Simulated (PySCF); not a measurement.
# B4H7N2P: the cost of one run

Programs: PySCF 2.14.0, with routines of our own; each step states its level. All values are computed. Atoms count from 0.

### Step 1. The system as given

14 atoms, charge 0, multiplicity 1; geometry from: GFN2-xTB.

### Step 2. Magnetic properties: GIAO KT3/pcSseg-1

Job settings and geometry (Å):

```
{"job": {"kind": "mag", "xc": "KT3", "basis": "pcSseg-1", "isotopologues": 2}, "charge": 0, "multiplicity": 1}
B     -2.885578     0.301959    -0.321597
P     -1.104649     0.114913    -0.123284
B     -0.209761    -1.437830     0.276732
N      1.199182    -1.351523     0.382840
B      2.036697    -0.213088     0.218624
N      1.504512     1.069349    -0.092317
B      0.153100     1.443110    -0.286271
H     -3.338427     1.351071    -0.575197
H     -3.590642    -0.623975    -0.196232
H     -0.738607    -2.473479     0.442836
H      1.687412    -2.207880     0.603187
H      3.200279    -0.337358     0.344389
H      2.192276     1.803520    -0.183469
H     -0.106473     2.560737    -0.537298
```

Method: GIAO KT3/pcSseg-1 magnetisability, rotational g tensor and spin-rotation constants, non-relativistic, gas phase.

Started as:

```sh
$ OMP_NUM_THREADS=1 python excited_run.py task.json out
```

The driver reads the jobs from task.json and runs them one after another.

**Question.** How long does this first job take on 1 thread of Arm Neoverse N1, shared host, and how much memory does it need?

About 51 s, with a peak of 0.53 GiB.
